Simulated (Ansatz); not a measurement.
# H6C2O: the cost of one run

All numbers below are computed with Ansatz 0.2.0 (DFT PBE+D3(BJ), plane waves, PAW, scalar-relativistic, no spin polarisation).

### 1 The structure to begin with

The cell holds 36 atoms (C8H24O4): a = 7.294 Å, b = 7.294 Å, c = 7.294 Å, α = 90.00°, β = 90.00°, γ = 90.00°.

The coordinates stand in the first input below.

### 2 Preparing the start

input.yaml reads:

```yaml
accuracy: low
crystal:
  lattice:
    - [7.293633, 0.0, 0.0]
    - [0.0, 7.293633, 0.0]
    - [0.0, 0.0, 7.293633]
  atoms:
    - { symbol: C, position: [0.880282, 0.8166657, 0.0658273] }
    - { symbol: C, position: [0.9940599, 0.8126369, 0.2390603] }
    - { symbol: O, position: [0.9708202, 0.635643, 0.3190819] }
    - { symbol: H, position: [1.0435259, 0.6318171, 0.4305925] }
    - { symbol: H, position: [1.1389525, 0.8384916, 0.2066003] }
    - { symbol: H, position: [0.9485752, 0.9208865, 0.3335546] }
    - { symbol: H, position: [0.892352, 0.9496156, -0.0023589] }
    - { symbol: H, position: [0.9264393, 0.7098112, -0.0282875] }
    - { symbol: H, position: [0.7362877, 0.7921084, 0.0985162] }
    - { symbol: C, position: [0.3667529, 0.2764293, 0.8112626] }
    - { symbol: C, position: [0.3950905, 0.1021399, 0.9198511] }
    - { symbol: O, position: [0.4071736, 0.1530846, 1.1083425] }
    - { symbol: H, position: [0.4254075, 0.0418191, 1.1792149] }
    - { symbol: H, position: [0.280123, 0.007421, 0.896899] }
    - { symbol: H, position: [0.5209849, 0.032705, 0.874625] }
    - { symbol: H, position: [0.3563542, 0.2464298, 0.6647613] }
    - { symbol: H, position: [0.2410589, 0.3445573, 0.8555972] }
    - { symbol: H, position: [0.4816351, 0.3698114, 0.8333497] }
    - { symbol: C, position: [0.4018784, 0.5365539, 0.4941213] }
    - { symbol: C, position: [0.4234475, 0.699432, 0.367722] }
    - { symbol: O, position: [0.2990906, 0.8371826, 0.4296133] }
    - { symbol: H, position: [0.3120293, 0.9424677, 0.3490962] }
    - { symbol: H, position: [0.5655468, 0.7495331, 0.371417] }
    - { symbol: H, position: [0.3930312, 0.6592749, 0.2256718] }
    - { symbol: H, position: [0.4941399, 0.4255541, 0.453654] }
    - { symbol: H, position: [0.4332682, 0.5764604, 0.6349336] }
    - { symbol: H, position: [0.2609572, 0.4863092, 0.4893612] }
    - { symbol: C, position: [0.9822361, 0.4634274, 0.6937141] }
    - { symbol: C, position: [0.8981678, 0.3619878, 0.8537572] }
    - { symbol: O, position: [0.997954, 0.4140951, 1.0137508] }
    - { symbol: H, position: [0.9448146, 0.3494946, 1.1173769] }
    - { symbol: H, position: [0.7523859, 0.3978348, 0.8671219] }
    - { symbol: H, position: [0.9065581, 0.2132198, 0.8310925] }
    - { symbol: H, position: [0.9113499, 0.4291228, 0.5661638] }
    - { symbol: H, position: [0.9727185, 0.611143, 0.7159734] }
    - { symbol: H, position: [1.1267079, 0.4267471, 0.6799867] }
basis:
  ecutwfc: 420.0
kpoints:
  mp_grid: { grid: [1, 1, 1] }
hamiltonian:
  xc: pbe
  dispersion: d3bj
scf:
  occupations: { method: fermi_dirac, width: 0.02 }
  lower_state_search: "off"
relax:
  f_tol: 0.3
  max_steps: 15
  adjacent_minimum: "off"
```

Run with:

```sh
> ansatz run input.yaml --threads 1 --pin off --max-ram 3072MiB --backend cpu --events-out ev --progress --plain --runs-dir out
```

**Question.** How long does this run take on 1 thread of an Arm CPU, shared host, and how much memory does it need?

About 43 s, with a peak of 0.4 GiB.
